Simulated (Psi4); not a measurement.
# InF (SMILES [F][In]): BCCD/def2-SVPD (core potential)

Aim: the energy change on altering one bond length of InF at BCCD/def2-SVPD (core potential), from 2 runs. The job is set up through a QCSchema input.

The calculation is run with Psi4 1.11.

2 further runs of the same task are left out: 1 that didn't finish, 1 set aside as unsound or not needed.

## 1. Starting point

InF has 2 atoms, charge 0, and is taken as a singlet. SMILES: `[F][In]`. Geometry: a GFN2-xTB relaxation, a rough one for these elements and not checked as a minimum.

Bond lengths: F1–In2 2.025 Å.

## 2. A single-point energy at BCCD/def2-SVPD (core potential)

Contents of fin.json:

```json
{
 "schema_name": "qcschema_input",
 "schema_version": 1,
 "molecule": {
  "schema_name": "qcschema_molecule",
  "schema_version": 2,
  "symbols": ["F", "In"],
  "geometry": [0.0, 0.0, 0.0, 0.0, 0.0, 3.82762137],
  "molecular_charge": 0,
  "molecular_multiplicity": 1,
  "fix_com": true,
  "fix_orientation": true
 },
 "driver": "energy",
 "model": {
  "method": "bccd",
  "basis": "def2-SVPD"
 },
 "keywords": {
  "num_frozen_docc": 5,
  "scf_type": "pk"
 }
}
```

Launch:

```
psi4 --qcschema fin.json -n 1 --memory 1600MB
```

stdout, shortened:

```text
[...]
    !!!  WARNING: ECP capability is in beta. Please check occupations closely.  !!!
[...]
  Running in c2v symmetry.
[...]
  Nuclear repulsion =   49.377924755394496
[...]
  Multiplicity = 1
[...]
  Nalpha       = 15
  Nbeta        = 15
[...]
    Number of basis functions: 55
[...]
   @RHF iter   1:  -288.52367421387947   -1.35081e+00   1.64590e-02 ADIIS/DIIS
[...]
   @RHF iter  11:  -288.63408756080332   -4.54747e-13   2.61835e-09 DIIS
[...]
    Orbital Energies [Eh]
    ---------------------
    Doubly Occupied:
       1A1   -26.182388     2A1    -5.391288     1B1    -3.647354
       1B2    -3.647354     3A1    -3.639958     4A1    -1.421551
       5A1    -1.034361     1A2    -1.034361     2B1    -1.027283
       2B2    -1.027283     6A1    -1.024703     7A1    -0.576455
       3B2    -0.537274     3B1    -0.537274     8A1    -0.355502
[...]
  @RHF Final Energy:  -288.63408756080332
   => Energetics <=
    Nuclear Repulsion Energy =             49.3779247553944955
    One-Electron Energy =                -573.8552488397453999
    Two-Electron Energy =                 235.8432365235476311
    Total Energy =                       -288.6340875608033230
[...]
 Multipole Moments:
 ------------------------------------------------------------------------------------
     Multipole            Electronic (a.u.)      Nuclear  (a.u.)        Total (a.u.)
 ------------------------------------------------------------------------------------
 L = 1.  Multiply by 2.5417464519 to convert [e a0] to [Debye]
 Dipole X            :          0.0000000            0.0000000            0.0000000
 Dipole Y            :          0.0000000            0.0000000            0.0000000
 Dipole Z            :        -78.9705531           80.3800488            1.4094956
 Magnitude           :                                                    1.4094956
[...]
      * MP2 total energy                      = -288.908713387128557
[...]
      * CCSD total energy                     = -288.918369096213326
[...]
      * MP2 total energy                      = -288.921696431798864
[...]
      * CCSD total energy                     = -288.916775747581028
[...]
      * MP2 total energy                      = -288.921781072041426
[...]
      * CCSD total energy                     = -288.916766504839359
[...]
```

The result, in JSON:

```text
{
 "driver": "energy",
 "model": {
  "method": "bccd",
  "basis": "def2-SVPD"
 },
 "success": true,
 "return_result": -288.91676650483936,
 "properties": {
  "calcinfo_nbasis": 55,
  "calcinfo_nmo": 55,
  "calcinfo_nalpha": 15,
  "calcinfo_nbeta": 15,
  "calcinfo_natom": 2,
  "nuclear_repulsion_energy": 49.377924755394496,
  "return_energy": -288.91676650483936,
  "scf_one_electron_energy": -573.8552488397454,
  "scf_two_electron_energy": 235.84323652354763,
  "scf_dipole_moment": [0.0, 0.0, 1.409495629538597],
  "scf_total_energy": -288.6340875608033,
  "scf_iterations": 11,
  "mp2_same_spin_correlation_energy": -0.07413456161719759,
  "mp2_opposite_spin_correlation_energy": -0.20049126470809284,
  "mp2_singles_energy": -1.2247124691462039e-28,
  "mp2_doubles_energy": -0.2746258263252904,
  "mp2_correlation_energy": -0.2746258263252904,
  "mp2_total_energy": -288.90871338712856,
  "ccsd_same_spin_correlation_energy": -0.06568306440726629,
  "ccsd_opposite_spin_correlation_energy": -0.21859847100279223,
  "ccsd_singles_energy": 0.0,
  "ccsd_doubles_energy": -0.2842815354100585,
  "ccsd_correlation_energy": -0.28428153541005863,
  "ccsd_total_energy": -288.9183690962133,
  "ccsd_iterations": 9
 }
}
```

Wall time 9.6 s (1 thread of INTEL XEON PLATINUM 8581C at 2.10GHz (Emerald Rapids), shared host); peak memory 0.2 GiB.

## 3. The distorted shape at the same level

fin.json, as its differences from that of step 2:

```diff
@@ -7,3 +7,3 @@
   "symbols": ["F", "In"],
-  "geometry": [0.0, 0.0, 0.0, 0.0, 0.0, 3.82762137],
+  "geometry": [0.0, 0.0, -3.82765916, 0.0, 0.0, 3.82762137],
   "molecular_charge": 0,
```

Launch:

```
psi4 --qcschema fin.json -n 1 --memory 1600MB
```

stdout, shortened:

```text
[...]
    !!!  WARNING: ECP capability is in beta. Please check occupations closely.  !!!
[...]
  Running in c2v symmetry.
[...]
  Nuclear repulsion =   24.688840501577278
[...]
  Multiplicity = 1
[...]
  Nalpha       = 15
  Nbeta        = 15
[...]
    Number of basis functions: 55
[...]
   @RHF iter   1:  -288.36882881409281   -1.36081e+00   1.75116e-02 ADIIS/DIIS
[...]
   @RHF iter  11:  -288.49291791400395   -5.40012e-12   6.85282e-09 DIIS
[...]
    Orbital Energies [Eh]
    ---------------------
    Doubly Occupied:
       1A1   -25.983946     2A1    -5.512026     1B2    -3.764798
       1B1    -3.764798     3A1    -3.763771     4A1    -1.194851
       5A1    -1.149088     1A2    -1.149088     2B2    -1.147947
       2B1    -1.147947     6A1    -1.147509     7A1    -0.502157
       3B2    -0.330328     3B1    -0.330328     8A1    -0.326489
[...]
  @RHF Final Energy:  -288.49291791400395
   => Energetics <=
    Nuclear Repulsion Energy =             24.6888405015772783
    One-Electron Energy =                -523.9333725527116030
    Two-Electron Energy =                 210.7516141371303888
    Total Energy =                       -288.4929179140039537
[...]
 Multipole Moments:
 ------------------------------------------------------------------------------------
     Multipole            Electronic (a.u.)      Nuclear  (a.u.)        Total (a.u.)
 ------------------------------------------------------------------------------------
 L = 1.  Multiply by 2.5417464519 to convert [e a0] to [Debye]
 Dipole X            :          0.0000000            0.0000000            0.0000000
 Dipole Y            :          0.0000000            0.0000000            0.0000000
 Dipole Z            :        -39.0163713           45.9311163            6.9147451
 Magnitude           :                                                    6.9147451
[...]
      * MP2 total energy                      = -288.767272926015096
[...]
      * CCSD total energy                     = -288.777489710929501
[...]
      * MP2 total energy                      = -288.786940314232368
[...]
      * CCSD total energy                     = -288.774943334375052
[...]
      * MP2 total energy                      = -288.786912084622315
[...]
      * CCSD total energy                     = -288.774945693174971
[...]
```

The result, in JSON:

```text
{
 "driver": "energy",
 "model": {
  "method": "bccd",
  "basis": "def2-SVPD"
 },
 "success": true,
 "return_result": -288.77494569317497,
 "properties": {
  "calcinfo_nbasis": 55,
  "calcinfo_nmo": 55,
  "calcinfo_nalpha": 15,
  "calcinfo_nbeta": 15,
  "calcinfo_natom": 2,
  "nuclear_repulsion_energy": 24.68884050157728,
  "return_energy": -288.77494569317497,
  "scf_one_electron_energy": -523.9333725527116,
  "scf_two_electron_energy": 210.7516141371304,
  "scf_dipole_moment": [0.0, 0.0, 6.914745057536912],
  "scf_total_energy": -288.49291791400395,
  "scf_iterations": 11,
  "mp2_same_spin_correlation_energy": -0.07204725802270237,
  "mp2_opposite_spin_correlation_energy": -0.20230775398801557,
  "mp2_singles_energy": -1.960383182173255e-28,
  "mp2_doubles_energy": -0.27435501201071794,
  "mp2_correlation_energy": -0.27435501201071794,
  "mp2_total_energy": -288.7672729260151,
  "ccsd_same_spin_correlation_energy": -0.062439859866498054,
  "ccsd_opposite_spin_correlation_energy": -0.22213193705863712,
  "ccsd_singles_energy": 0.0,
  "ccsd_doubles_energy": -0.2845717969251352,
  "ccsd_correlation_energy": -0.28457179692513485,
  "ccsd_total_energy": -288.7774897109295,
  "ccsd_iterations": 12
 }
}
```

Run time: 19 s. Hardware: 1 thread of INTEL XEON PLATINUM 8581C at 2.10GHz (Emerald Rapids), shared host; peak memory 0.2 GiB.

## 4. What came out

At BCCD/def2-SVPD (core potential), 5 core orbitals frozen:

| quantity | value |
| --- | --- |
| first shape: total energy | -288.91677 Eh |
| first shape: HOMO energy (Hartree–Fock orbitals) | -9.67 eV |
| first shape: LUMO energy (Hartree–Fock orbitals) | 0.61 eV |
| first shape: HOMO–LUMO gap (Hartree–Fock orbitals) | 10.29 eV |
| first shape: correlation energy (5 core orbitals frozen) | -282.7 mEh |
| distorted shape: total energy | -288.77495 Eh |
| distorted shape: HOMO energy (Hartree–Fock orbitals) | -8.88 eV |
| distorted shape: LUMO energy (Hartree–Fock orbitals) | -1.60 eV |
| distorted shape: HOMO–LUMO gap (Hartree–Fock orbitals) | 7.28 eV |
| distorted shape: correlation energy (5 core orbitals frozen) | -282.0 mEh |
| energy change with the F1–In2 bond stretched from 2.025 to 4.051 Å | 3.859 eV |

With the F1–In2 bond stretched from 2.025 to 4.051 Å the energy rises by 3.86 eV (372 kJ/mol). The first shape isn't relaxed at this level, so the change isn't measured from a minimum.
